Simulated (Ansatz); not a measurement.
# Hf: an axial (c/a) deformation path

Aim: for Hf, look for other minima along an axial (c/a) path.

Method: DFT PBE, scalar-relativistic, plane waves, PAW, in Ansatz 0.2.0.

## (1) The system as given

Symmetry: P6_3/mmc, No. 194, hexagonal system. The conventional cell has a = 3.197 Å, b = 3.197 Å, c = 5.058 Å, α = 90.00°, β = 90.00°, γ = 120.00°. Hf (site symmetry -6m2) is surrounded by 12 Hf at 3.13 to 3.20 Å.

As a file:

```xyz
2
Lattice="3.1967 0.0000 0.0000 -1.5983 2.7684 0.0000 0.0000 0.0000 5.0578" Properties=species:S:1:pos:R:3 pbc="T T T"
Hf    0.0000    1.8456    1.2645
Hf    1.5983    0.9228    3.7934
```

No relaxation comes first: the listed cell is the starting point.

## (2) The reference cell

The reference gives a free energy of -31442.7323 eV, pressure 0.76 GPa, largest force 0.000 eV/Å and gap on the mesh none (metal). It was computed beforehand with the settings of the runs below.

## (3) Next: an axial (c/a) deformation path

At fixed volume and fractional coordinates, lengths along (0.000, 0.000, 1.000) are scaled against those across it; ρ is that ratio over its starting value.

## (4) At ρ = 0.850

input.yaml reads:

```yaml
crystal:
  lattice:
    - [3.3746497546, 0.0, 0.0]
    - [-1.6873248773, 2.9225324164, 0.0]
    - [0.0, 0.0, 4.538450495]
  atoms:
    - { symbol: Hf, position: [0.3333333333, 0.6666666667, 0.25] }
    - { symbol: Hf, position: [0.6666666667, 0.3333333333, 0.75] }
basis:
  ecutwfc: 420
kpoints:
  mp_grid: { grid: [18, 18, 10] }
hamiltonian:
  xc: pbe
scf:
  occupations: { method: gaussian, width: 0.15 }
output:
  forces: true
  stress: true
  eigenvalues: true
```

The run is started by

```bash
$ ansatz run input.yaml --threads 1 --pin off --max-ram 2560MiB --backend cpu --events-out ev --progress --plain --runs-dir out
```

## (5) At ρ = 1.200

input.yaml, as its differences from that of step 4:

```diff
@@ -2,5 +2,5 @@
   lattice:
-    - [3.3746497546, 0.0, 0.0]
-    - [-1.6873248773, 2.9225324164, 0.0]
-    - [0.0, 0.0, 4.538450495]
+    - [3.0082084847, 0.0, 0.0]
+    - [-1.5041042424, 2.6051849677, 0.0]
+    - [0.0, 0.0, 5.7114864322]
   atoms:
```

## (6) ρ = 0.920

input.yaml, as its differences from that of step 5:

```diff
@@ -2,5 +2,5 @@
   lattice:
-    - [3.0082084847, 0.0, 0.0]
-    - [-1.5041042424, 2.6051849677, 0.0]
-    - [0.0, 0.0, 5.7114864322]
+    - [3.286793389, 0.0, 0.0]
+    - [-1.6433966945, 2.8464465718, 0.0]
+    - [0.0, 0.0, 4.7843198221]
   atoms:
```

## (7) Point ρ = 1.100

input.yaml, as its differences from that of step 6:

```diff
@@ -2,5 +2,5 @@
   lattice:
-    - [3.286793389, 0.0, 0.0]
-    - [-1.6433966945, 2.8464465718, 0.0]
-    - [0.0, 0.0, 4.7843198221]
+    - [3.0967355433, 0.0, 0.0]
+    - [-1.5483677717, 2.6818516493, 0.0]
+    - [0.0, 0.0, 5.3896029931]
   atoms:
```

## (8) At ρ = 0.960

input.yaml, as its differences from that of step 7:

```diff
@@ -2,5 +2,5 @@
   lattice:
-    - [3.0967355433, 0.0, 0.0]
-    - [-1.5483677717, 2.6818516493, 0.0]
-    - [0.0, 0.0, 5.3896029931]
+    - [3.2404943572, 0.0, 0.0]
+    - [-1.6202471786, 2.8063504341, 0.0]
+    - [0.0, 0.0, 4.9220098005]
   atoms:
```

## (9) Point ρ = 1.050

input.yaml, as its differences from that of step 8:

```diff
@@ -2,5 +2,5 @@
   lattice:
-    - [3.2404943572, 0.0, 0.0]
-    - [-1.6202471786, 2.8063504341, 0.0]
-    - [0.0, 0.0, 4.9220098005]
+    - [3.1451298529, 0.0, 0.0]
+    - [-1.5725649265, 2.7237623508, 0.0]
+    - [0.0, 0.0, 5.2250187286]
   atoms:
```

## (10) Point ρ = 0.800

input.yaml, as its differences from that of step 9:

```diff
@@ -2,5 +2,5 @@
   lattice:
-    - [3.1451298529, 0.0, 0.0]
-    - [-1.5725649265, 2.7237623508, 0.0]
-    - [0.0, 0.0, 5.2250187286]
+    - [3.4435390971, 0.0, 0.0]
+    - [-1.7217695485, 2.982192337, 0.0]
+    - [0.0, 0.0, 4.3586799101]
   atoms:
@@ -20 +20,5 @@
   eigenvalues: true
+  write_density: true
+  write_potential: true
+  elf: true
+  volumetric_format: npy
```

## (11) ρ = 1.300

input.yaml, as its differences from that of step 10:

```diff
@@ -2,5 +2,5 @@
   lattice:
-    - [3.4435390971, 0.0, 0.0]
-    - [-1.7217695485, 2.982192337, 0.0]
-    - [0.0, 0.0, 4.3586799101]
+    - [2.9290080353, 0.0, 0.0]
+    - [-1.4645040177, 2.5365953665, 0.0]
+    - [0.0, 0.0, 6.024539927]
   atoms:
@@ -20,5 +20 @@
   eigenvalues: true
-  write_density: true
-  write_potential: true
-  elf: true
-  volumetric_format: npy
```

(Steps that only read results are left out.)

What does the calculation give? Wanted: highest point.

As calculated:

| quantity | value |
| --- | --- |
| highest point | 299.6 meV/atom at ρ = 1.300 |

**Reading.** No sampled point lies below the undisturbed cell. No sampled point inside the path is a dip, apart from those named. Spin-orbit coupling is left out for Hf.
